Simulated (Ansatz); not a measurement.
Working through an atomisation energy of C2H5BrSi, SMILES CC[Si]Br

With Ansatz 0.2.0, Python API.

Run as a notebook:

**Cell 1**
```python
from collections import Counter

import ansatz as az


def energy(molecule, charge=0, unpaired=0):
    calc = (
        molecule.calculation()
        .basis(gaussian="cc-pVDZ")
        .functional("pbe0", dispersion="d4")
    )
    if charge:
        calc = calc.charge(charge)
    if unpaired:
        calc = calc.spin("collinear", total=unpaired)
    return calc.run(threads=1, pin="off").report["free_energy_ev"]
```

**Cell 2**
```python
geometry_ang = [
    ("C", (0.2135, 0.9552, 0.1322)),
    ("C", (-0.2921, -0.4, 0.5232)),
    ("Si", (0.6191, -1.8114, -0.2564)),
    ("Br", (0.2069, -1.938, -2.3971)),
    ("H", (0.0554, 1.1567, -0.9745)),
    ("H", (-0.4369, 1.7707, 0.6362)),
    ("H", (1.242, 1.1733, 0.3854)),
    ("H", (-0.1707, -0.4661, 1.6074)),
    ("H", (-1.3488, -0.4867, 0.3265)),
]
mol = az.Crystal.molecule()
for symbol, xyz in geometry_ang:
    mol = mol.atom(symbol, xyz)

unpaired = {"C": 2, "Si": 2, "Br": 1, "H": 1}
counts = Counter(site.symbol for site in mol.cartesian_sites)
atom_energy = {s: energy(az.Crystal.molecule().atom(s, (0, 0, 0)), 0, unpaired[s]) for s in counts}
whole = energy(mol, 0, 0)
for s, e in atom_energy.items():
    print(f"{s:2s} x{counts[s]}  {e:14.5f} eV")
print(f"C2H5BrSi: {whole:.5f} eV")
split = sum(counts[s] * e for s, e in atom_energy.items()) - whole
print(f"atomisation energy (no zero-point term): {96.485332 * split:.1f} kJ/mol, {split / sum(counts.values()):.3f} eV an atom")
```
Output:
```text
C  x2     -1028.56355 eV
Si x1     -7870.82154 eV
Br x1    -70036.24996 eV
H  x5       -13.61358 eV
C2H5BrSi: -80064.69794 eV
atomisation energy (no zero-point term): 3129.2 kJ/mol, 3.603 eV an atom
```

3129.2 kJ/mol from the electronic energies, without the zero-point term.

Reading the output:
- These settings explore the input space; basis and method may be short of convergence.
- The geometry is a force-field or estimated start, not a minimum of this method, and the basis set is short of its limit. All parts are taken at fixed geometry, without zero-point energy.
- For Al to Cl the sets with a tight d function, cc-pV(X+d)Z, are usual.
- The spin-orbit lowering of heavy atoms is left out.
- Wall time of the script: 2.9 s on 1 thread of Intel(R) Xeon(R) 6975P-C (Granite Rapids), with other jobs on the host, peak memory 0.28 GiB.

(Lines on the test bed's own set-up are left out of the output.)
